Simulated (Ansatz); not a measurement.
# BaAlGe: a single-point run

Aim: a sound single-point run of BaAlGe. The structure is shown as the input types it.

Program: Ansatz 0.2.0. Level of theory: Kohn-Sham DFT, with the functional, basis and potentials that each input names (as first typed). These are calculated values, not measurements.

3 further runs of the same task are left out: 3 that didn't finish.

## Step 1: The system as given

It takes space group P-6m2 (No. 187, hexagonal). Conventional cell: a = 4.353 Å, b = 4.353 Å, c = 5.228 Å, α = 90.00°, β = 90.00°, γ = 120.00°. Ba (site symmetry -6m2) is surrounded by 6 Al at 3.63 Å and 6 Ge at 3.63 Å. Al (site symmetry -6m2) has 3 Ge at 2.51 Å as nearest neighbours. Around Ge (site symmetry -6m2) lie 3 Al at 2.51 Å.

As a file:

```
Ba Al Ge
1.0
     4.35262    0.00000    0.00000
    -2.17631    3.76948    0.00000
     0.00000    0.00000    5.22777
Ba Al Ge
1 1 1
Direct
  0.00000 0.00000 0.00000
  0.66667 0.33333 0.50000
  0.33333 0.66667 0.50000
```

## Step 2: Input and run

input.yaml

```yaml
crystal:
  lattice:
    - [4.3526167746, 0.0, 0.0]
    - [-2.1763083873, 3.7694766997, 0.0]
    - [0.0, 0.0, 5.2277673]
  atoms:
    - { symbol: Ba, position: [0.0, 0.0, 0.0] }
    - { symbol: Al, position: [0.6666666667, 0.3333333333, 0.5] }
    - { symbol: Ge, position: [0.3333333333, 0.6666666667, 0.5] }
kpoints:
  mp_grid: { grid: [8, 8, 6] }
scf:
  occupations: { method: fermi_dirac, width: 0.05 }
  max_iter: 75
hamiltonian:
  xc: lda
  pseudopotentials: { kind: paw }
  hubbard: { sites: [{ species: Ba, l: p, u_eff: 20.0 }] }
output:
  forces: true
  stress: true
  eigenvalues: true
  efg: { contact_densities: true }
  populations: true
```

The run is started by

```bash
$ ansatz run input.yaml --threads 1 --pin off --max-ram 3072MiB --backend cpu --events-out ev --progress --plain --runs-dir out
```

What happens when this is run?

The program finished normally, with warnings (filled band counts differ across k points, gradients without spin orbit). That alone doesn't make the input a sound one.

The suspect setting: hamiltonian.hubbard.sites is [{species: Ba, l: p, u_eff: 20.0}]. The Hubbard parameter is far from any physical value.

Run again and compare: delete hamiltonian.hubbard.sites.
